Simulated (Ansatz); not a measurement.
# YbNiH₃, space group Pm-3m: a run that restarts from a saved state

Program: the Python package of Ansatz (0.2.0).

Script `restart_ybnih3.py`:
```python
# -*- coding: utf-8 -*-
"""Two stages for YbNiH3: converge the density, then read it back for bands."""

import argparse
import warnings

import ansatz as az

warnings.simplefilter("ignore", az.DeckWarning)

ybnih3 = (
    az.Lattice.of((3.470453, 0.0, 0.0), (0.0, 3.470453, 0.0), (0.0, 0.0, 3.470453))
    .atom("Yb", (0.5, 0.5, 0.5))
    .atom("Ni", (0.0, 0.0, 0.0))
    .atom("H", (0.0, 0.0, 0.5))
    .atom("H", (0.0, 0.5, 0.0))
    .atom("H", (0.5, 0.0, 0.0))
    .moments(Ni=2.0)
)

parser = argparse.ArgumentParser()
parser.add_argument("stage", choices=["scf", "bands"])
stage = parser.parse_args().stage
model = (
    ybnih3.calculation()
    .pseudopotentials("paw")
    .functional("pbesol")
    .initial_density(normalization="atom")
    .spin("collinear")
    .kpoints(8, 8, 8)
    .occupations(az.OccupationsMethod.GAUSSIAN, width=0.01)
)
if stage == "scf":
    r = model.checkpoint(write="ground.run").run(threads=1, pin="off").report
    print(f"F = {r['free_energy_ev']:.5f} eV after {r['n_iterations']} iterations, saved")
else:
    points = {"G": (0.0, 0.0, 0.0), "X": (0.0, 0.5, 0.0), "M": (0.5, 0.5, 0.0), "R": (0.5, 0.5, 0.5)}
    out = model.checkpoint(read="ground.run", post_process_only=True).band_structure(list(points.values()), intervals=1).run(threads=1, pin="off")
    bands = out.band_structure()
    for label, levels in zip(points, bands.channels[0].eigenvalues_ev - bands.fermi_energy_ev):
        print(f"{label:3s}", " ".join(f"{e:7.3f}" for e in levels if abs(e) < 6))
```

Output of `python restart_ybnih3.py scf`:
```text
F = -19531.17767 eV after 16 iterations, saved
```

Running `python restart_ybnih3.py bands` prints:
```text
G    -5.956  -5.956  -1.949  -1.949  -1.949  -0.410  -0.410  -0.410  -0.388  -0.388  -0.388  -0.298   1.041   1.041   4.879   4.879   4.879
X    -5.396  -2.148  -2.148  -1.907  -1.764  -0.363  -0.350  -0.335  -0.335  -0.242  -0.242  -0.235   0.942   1.960   1.960   3.227
M    -5.023  -5.023  -3.499  -2.413  -2.413  -1.888  -1.614  -0.392  -0.392  -0.382  -0.304  -0.280  -0.280  -0.257   1.383   4.470   4.470
R    -5.888  -5.888  -5.888  -2.495  -2.495  -2.495  -1.871  -1.871  -0.870  -0.360  -0.360  -0.360  -0.322  -0.322  -0.322   1.326   5.734   5.734   5.734
```

The settings weren't tested for convergence. Open f shells: without a Hubbard U, without spin-orbit coupling; the state reached hangs on the start and needn't be the lowest. For a metal this k-point mesh is coarse: on a finer one energies can move by several to tens of meV an atom and pressures by half a GPa or more, differences at one mesh by less. The bands listed are those of the first spin channel. The structure comes from a database of computed cells and needn't be a stable or known phase. Gaps and levels are Kohn-Sham values on a finite set of k-points, without spin-orbit coupling. Wall time of the script: 14 s on 1 thread of Arm Neoverse V2 (shared host), peak memory 0.44 GiB.

(A comment or docstring line of the script was reworded after the run, the code is as it ran; lines on the test bed's own set-up are left out of the output.)
